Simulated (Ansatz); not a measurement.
# Cl3H4NSi: the cost of one run

All numbers below are computed with Ansatz 0.2.0 (RKS PBE0-D4/def2-SVP).

1 further run of the same task is left out (it didn't finish).

## 1. The system as given

Bond lengths: Si1–Cl3 2.130 Å, Si1–Cl4 2.128 Å, Si1–Cl5 2.128 Å, Si1–N6 2.120 Å, N6–H7 1.060 Å, N6–H8 1.060 Å. Angles: Cl3–Si1–Cl4 109.5°, Cl3–Si1–Cl5 109.5°, Cl3–Si1–N6 178.9°, Cl4–Si1–Cl5 109.5°, Cl4–Si1–N6 70.0°, Cl5–Si1–N6 70.0°, Si1–N6–H7 120.0°, Si1–N6–H8 120.0°, H7–N6–H8 120.0°.

Coordinates:

```xyz
9

Si    0.0000    0.0000    0.0000
H     0.0000    0.0000    1.8100
Cl    2.0086    0.0000   -0.7093
Cl   -1.0032    1.7381   -0.7093
Cl   -1.0032   -1.7381   -0.7093
N    -2.0118    0.0000    0.6685
H    -2.7319   -0.6071    0.1822
H    -2.2977    0.6071    1.4890
H    -0.9927    0.0000    1.7642
```

## 2. A restrained relaxation towards end A

Springs on the bonds that form and break draw the guess towards this end; the thresholds are loose.

The input, input.yaml:

```yaml
crystal:
  periodic: [false, false, false]
  atoms:
    - { symbol: Si, position_ang: [0.0, 0.0, 0.0] }
    - { symbol: H, position_ang: [0.0, 0.0, 1.81] }
    - { symbol: Cl, position_ang: [2.0086, 0.0, -0.7093] }
    - { symbol: Cl, position_ang: [-1.0032, 1.7381, -0.7093] }
    - { symbol: Cl, position_ang: [-1.0032, -1.7381, -0.7093] }
    - { symbol: "N", position_ang: [-2.0118, 0.0, 0.6685] }
    - { symbol: H, position_ang: [-2.7319, -0.6071, 0.1822] }
    - { symbol: H, position_ang: [-2.2977, 0.6071, 1.489] }
    - { symbol: H, position_ang: [-0.9927, 0.0, 1.7642] }
basis:
  gaussian: { orbitals: def2-SVP }
hamiltonian:
  xc: pbe0
  dispersion: d4
relax:
  f_tol: 0.15
  max_steps: 25
  restrain:
    - { distance: [0, 5], at: 3.02, k: 30.0 }
    - { distance: [8, 1], at: 1.86, k: 30.0 }
    - { distance: [0, 1], at: 1.46, k: 30.0 }
    - { distance: [8, 5], at: 1.06, k: 30.0 }
```

On the command line:

```sh
$ ansatz run input.yaml --threads 2 --pin off --max-ram 3072MiB --backend cpu --events-out ev --progress --plain --runs-dir out
```

**Question.** How long does this run take on 2 threads of Arm Neoverse V1, shared host, and how much memory does it need?

About 33 s, with a peak of 0.25 GiB.
